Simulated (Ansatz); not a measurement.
**BLYP/def2-SVP (core potential) run of SnGeH6 (SMILES [GeH3][SnH3])**

What is the electronic atomisation energy of SnGeH6 at BLYP/def2-SVP (core potential)? 

Program for the calculation: Ansatz 0.2.0.

41 further runs of the same task are left out: 41 set aside as unsound or not needed.

**1. Starting point**

SnGeH6 has 8 atoms, charge 0, and is taken as a singlet. SMILES: `[GeH3][SnH3]`. Geometry: relaxed at PBE0-D4/def2-TZVP.

Bond lengths: Ge1–Sn2 2.595 Å, Ge1–H3 1.538 Å, Ge1–H4 1.538 Å, Ge1–H5 1.538 Å, Sn2–H6 1.707 Å, Sn2–H7 1.707 Å, Sn2–H8 1.707 Å. Some angles: Ge1–Sn2–H6 110.4°, Ge1–Sn2–H7 110.5°, Ge1–Sn2–H8 110.4°, Sn2–Ge1–H3 110.4°, Sn2–Ge1–H4 110.4°, Sn2–Ge1–H5 110.4°, H6–Sn2–H7 108.5°, H6–Sn2–H8 108.5°, H7–Sn2–H8 108.5°, H3–Ge1–H4 108.5°.

**2. The energy at BLYP/def2-SVP (core potential)**

Input file job.yaml:

```yaml
crystal:
  periodic: [false, false, false]
  atoms:
    - {symbol: Ge, position_ang: [-0.754100, 0.285800, -1.041300]}
    - {symbol: Sn, position_ang: [0.751500, -0.290300, 0.992300]}
    - {symbol: H, position_ang: [-1.830800, 1.307300, -0.639500]}
    - {symbol: H, position_ang: [-1.453400, -0.978600, -1.567000]}
    - {symbol: H, position_ang: [0.087500, 0.886500, -2.179300]}
    - {symbol: H, position_ang: [-0.187600, -0.932800, 2.265200]}
    - {symbol: H, position_ang: [1.931000, -1.444200, 0.553800]}
    - {symbol: H, position_ang: [1.547900, 1.109100, 1.560100]}
basis:
  gaussian:
    orbitals: def2-SVP
hamiltonian:
  xc: {name: BLYP}
accuracy: high
output:
  orbitals: {seedname: orbitals}
```

Started as:

```bash
ansatz run job.yaml --threads 1 --pin off --max-ram 3480MiB --events-out events.jsonl --progress --plain --runs-dir runs
```

The program printed:

```text
Warning: RAYON_NUM_THREADS=1 ignored (pool sized by the plan → 1); use --threads N
Functional definition: BLYP
  name "BLYP"
  parameter beta = 0.0042
  parameter a = 0.04918
  parameter b = 0.132
  parameter c = 0.2533
  parameter d = 0.349
  exchange = b88_x(beta = beta)
  correlation = lyp_c(a = a, b = b, c = c, d = d)
2024 factors; integrals over basis functions are off by at most 1.1e-8 eV
mean field evaluation 1: about -62437.4820 eV, gradient 2.6e1 eV
mean field evaluation 2: about -62438.1218 eV, gradient 2.5e1 eV
mean field evaluation 4: about -62438.9359 eV, gradient 6.0e-1 eV
mean field evaluation 8: about -62438.9275 eV, gradient 3.3e-2 eV
mean field evaluation 16: about -62438.9275 eV, gradient 2.2e-6 eV
mean field -62438.92751974 eV, -2294.5882637253 hartree, gradient 6.3e-8 eV, S^2 0.000000; 0 other end points of the search recorded, 0 dependent functions left out
reference -62438.92758113 eV, -2294.5882659814 hartree; 30, 30 occupied and 58, 58 virtual orbitals, 2024 factors
Total energy: -62438.92758113 eV, -2294.5882659814 hartree
```

Wall time 5.7 s (1 thread of Arm Neoverse V2, shared host); peak memory 0.23 GiB.

**3. The Ge atom, same level**

Input file input.yaml:

```yaml
crystal:
  periodic: [false, false, false]
  atoms:
    - {symbol: Ge, position_ang: [0.000000, 0.000000, 0.000000]}
basis:
  gaussian:
    orbitals: def2-SVP
magnetization:
  spin_polarized: true
  initial_magnetization: 2
hamiltonian:
  xc: {name: BLYP}
accuracy: high
```

Started as:

```bash
ansatz run input.yaml --threads 1 --pin off --max-ram 3480MiB --events-out events.jsonl --progress --plain --runs-dir runs
```

The program printed:

```text
Warning: RAYON_NUM_THREADS=1 ignored (pool sized by the plan → 1); use --threads N
Functional definition: BLYP
  name "BLYP"
  parameter beta = 0.0042
  parameter a = 0.04918
  parameter b = 0.132
  parameter c = 0.2533
  parameter d = 0.349
  exchange = b88_x(beta = beta)
  correlation = lyp_c(a = a, b = b, c = c, d = d)
315 factors; integrals over basis functions are off by at most 3.9e-9 eV
mean field evaluation 1: about -56510.2401 eV, gradient 9.8e0 eV
mean field evaluation 2: about -56510.1967 eV, gradient 1.1e1 eV
mean field evaluation 4: about -56510.4216 eV, gradient 7.3e-1 eV
mean field evaluation 8: about -56510.4259 eV, gradient 2.8e-4 eV
mean field evaluation 16: about -56510.4259 eV, gradient 1.6e-8 eV
mean field evaluation 32: about -56510.4259 eV, gradient 4.9e-4 eV
mean field -56510.42585951 eV, -2076.7198461947 hartree, gradient 4.6e-9 eV, S^2 2.001302; 2 other end points of the search recorded, 0 dependent functions left out
reference -56510.42588931 eV, -2076.7198472897 hartree; 17, 15 occupied and 15, 17 virtual orbitals, 315 factors
Total energy: -56510.42588931 eV, -2076.7198472897 hartree
```

Run time: 1.6 s. Hardware: 1 thread of Arm Neoverse V2, shared host.

**4. The H atom, same level**

Input file run.yaml:

```yaml
crystal:
  periodic: [false, false, false]
  atoms:
    - {symbol: H, position_ang: [0.000000, 0.000000, 0.000000]}
basis:
  gaussian:
    orbitals: def2-SVP
accuracy: high
magnetization:
  spin_polarized: true
  initial_magnetization: 1
hamiltonian:
  xc: {name: BLYP}
total_charge: 0
```

Run the same way, it converges to -0.49640 Eh (log not shown).

**5. The Sn atom**

Input file in.yaml:

```yaml
crystal:
  periodic: [false, false, false]
  atoms:
    - {symbol: Sn, position_ang: [0.000000, 0.000000, 0.000000]}
basis:
  gaussian:
    orbitals: def2-SVP
hamiltonian:
  xc: {name: BLYP}
accuracy: high
magnetization:
  spin_polarized: true
  initial_magnetization: 2
```

Started as:

```bash
ansatz run in.yaml --threads 1 --pin off --max-ram 3480MiB --events-out events.jsonl --progress --plain --runs-dir runs
```

The program printed:

```text
Warning: RAYON_NUM_THREADS=1 ignored (pool sized by the plan → 1); use --threads N
Functional definition: BLYP
  name "BLYP"
  parameter beta = 0.0042
  parameter a = 0.04918
  parameter b = 0.132
  parameter c = 0.2533
  parameter d = 0.349
  exchange = b88_x(beta = beta)
  correlation = lyp_c(a = a, b = b, c = c, d = d)
223 factors; integrals over basis functions are off by at most 2.0e-9 eV
mean field evaluation 1: about -5828.6211 eV, gradient 2.2e0 eV
mean field evaluation 2: about -5828.6180 eV, gradient 2.3e0 eV
mean field evaluation 4: about -5828.6633 eV, gradient 1.1e0 eV
mean field evaluation 8: about -5828.6621 eV, gradient 1.2e0 eV
mean field evaluation 16: about -5828.6775 eV, gradient 1.2e-8 eV
mean field evaluation 32: about -5828.6775 eV, gradient 9.2e-4 eV
mean field -5828.67747099 eV, -214.1999462393 hartree, gradient 1.2e-8 eV, S^2 2.001086; 3 other end points of the search recorded, 0 dependent functions left out
reference -5828.67749945 eV, -214.1999472852 hartree; 12, 10 occupied and 14, 16 virtual orbitals, 223 factors
Total energy: -5828.67749945 eV, -214.1999472852 hartree
```

Run time: 1.9 s. Hardware: 1 thread of Arm Neoverse V2, shared host; peak memory 0.098 GiB.

**6. Outcome**

At BLYP/def2-SVP (core potential):

```
                     quantity           value
       molecule: total energy  -2294.58827 Eh
        molecule: HOMO energy        -6.67 eV
        molecule: LUMO energy        -0.68 eV
      molecule: HOMO–LUMO gap         6.00 eV
        Ge atom: total energy  -2076.71985 Eh
                Ge atom: ⟨S²⟩           2.001
         H atom: total energy     -0.49640 Eh
                 H atom: ⟨S²⟩           0.750
        Sn atom: total energy   -214.19995 Eh
                Sn atom: ⟨S²⟩           2.001
electronic atomisation energy       18.777 eV
```

In words: Taking the molecule apart into free atoms costs 18.78 eV (433 kcal/mol), before zero-point energy and without spin-orbit coupling.
